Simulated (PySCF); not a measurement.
# C3GaN3 (Ga(CN)3): the cost of one run

The runs use PySCF 2.14.0, with density-fitted response routines of our own; the level of theory stands in each step. All values are computed, except where a source is named. Atoms are numbered from 0 throughout.

### 1 The starting structure

7 atoms, charge 0, multiplicity 1; geometry from: GFN2-xTB. The atoms were then displaced at random by about 0.03 Å, so the start is not that level's minimum.

Bonds of the start (Å): Ga0–C1 1.92, Ga0–C3 2.05, Ga0–C5 1.95, C1–N2 1.10, C3–N4 1.18, C5–N6 1.15.

### 2 Relaxing the molecule at PBE0-D3(BJ)/def2-SVP

What the job is given:

```
{"job": {"xc": "PBE0", "basis": "def2-SVP", "d3": "d3bj", "grid": 1, "maxiter": 40, "shake": 0.03, "kind": "geom"}, "charge": 0, "multiplicity": 1}
Ga     0.056700    -0.074050     0.003570
C      1.973490     0.004110    -0.008170
N      3.076710     0.009780    -0.021330
C     -0.914700     1.730420    -0.022210
N     -1.598720     2.695280    -0.045750
C     -0.992430    -1.722490     0.002560
N     -1.509200    -2.745050     0.022780
```

The run is started by

```
$ OMP_NUM_THREADS=1 python probes_run.py task.json out
```

One launch serves the whole session: the jobs run in the order shown.

**Question.** How long does this first job take on 1 thread of Intel Xeon at 2.50GHz, shared host, and how much memory does it need?

About 1.9 min, with a peak of 0.45 GiB.
